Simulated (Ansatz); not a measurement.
Task: the interaction energy of a dimer with the counterpoise correction of BH5Si, SMILES B[SiH3], with the Ansatz DFT code, driven from Python. Give the script and its output. Use (for the species named): B3LYP, cc-pVDZ basis, multiplicity 1.

```xyz
7

B    -0.0282   -1.1807    0.2088
Si    0.0362    0.7676   -0.1422
H    -1.1661   -1.6533    0.2763
H     0.9831   -1.7658    0.3061
H    -0.6221    1.0752   -1.4332
H    -0.6220    1.5178    0.9479
H     1.4803    1.1712   -0.2095
```

`bh5si.py`
```python
# -*- coding: utf-8 -*-
'''Interaction energy of two BH5Si molecules, with the counterpoise correction.'''

import ansatz

FIRST = [
    ('B', (-0.0369, -1.171, 0.2153)),
    ('Si', (0.0275, 0.7773, -0.1357)),
    ('H', (-1.1748, -1.6436, 0.2828)),
    ('H', (0.9744, -1.7561, 0.3126)),
    ('H', (-0.6308, 1.0849, -1.4267)),
    ('H', (-0.6307, 1.5275, 0.9544)),
    ('H', (1.4716, 1.1809, -0.203)),
]
SECOND = [
    ('B', (-0.413, 3.0116, -3.3133)),
    ('Si', (-2.2604, 3.0019, -4.0275)),
    ('H', (0.3568, 2.223, -3.8686)),
    ('H', (-0.1514, 3.7574, -2.4473)),
    ('H', (-2.2537, 3.3647, -5.4638)),
    ('H', (-2.8837, 1.6738, -3.8485)),
    ('H', (-3.0516, 4.0198, -3.259)),
]

def energy(atoms, ghosts=()):
    molecule = ansatz.Crystal.molecule()
    for symbol, xyz in atoms:
        molecule = molecule.atom(symbol, xyz)
    calc = (
        molecule.calculation()
        .basis(gaussian='cc-pVDZ')
        .functional('B3LYP')
    )
    deck = calc.input()
    if ghosts:
        deck = deck.set(ansatz.key.basis.gaussian.ghost_atoms, [{'symbol': s, 'position_ang': list(xyz)} for s, xyz in ghosts])
    return ansatz.Session.from_dict(deck).plan().execute().report['free_energy_ev']

# ghost atoms carry the functions of the partner
both = energy(FIRST + SECOND)
alone = energy(FIRST) + energy(SECOND)
ghosted = energy(FIRST, SECOND) + energy(SECOND, FIRST)
print(f'dimer {both:.6f} eV')
print(f'interaction, uncorrected   {(both - alone):8.3f} eV')
print(f'interaction, counterpoise  {(both - ghosted):8.3f} eV')
print(f'basis-set superposition    {(alone - ghosted):8.3f} eV')
```

```console
$ python bh5si.py
dimer -17269.058259 eV
interaction, uncorrected     -0.023 eV
interaction, counterpoise    -0.017 eV
basis-set superposition       0.006 eV
```

Uncorrected it is -0.023 eV, with the counterpoise correction -0.017 eV; the difference, 0.006 eV, is the superposition error.

Total energies depend on the basis set; only differences at equal settings carry meaning. The dimer is a generated trial pose of unrelaxed monomers, not a minimum, so the figure is no binding energy, and the basis set is small. b3lyp holds the VWN-RPA fit, as in Gaussian; the form of ORCA and Turbomole is b3lyp5. This level lacks the dispersion part of the attraction (electrostatics and induction are there), which can decide the sign where the interaction is weak. Timing: 12 s on 1 thread of Arm Neoverse V1, on a shared host, peak memory 0.28 GiB.
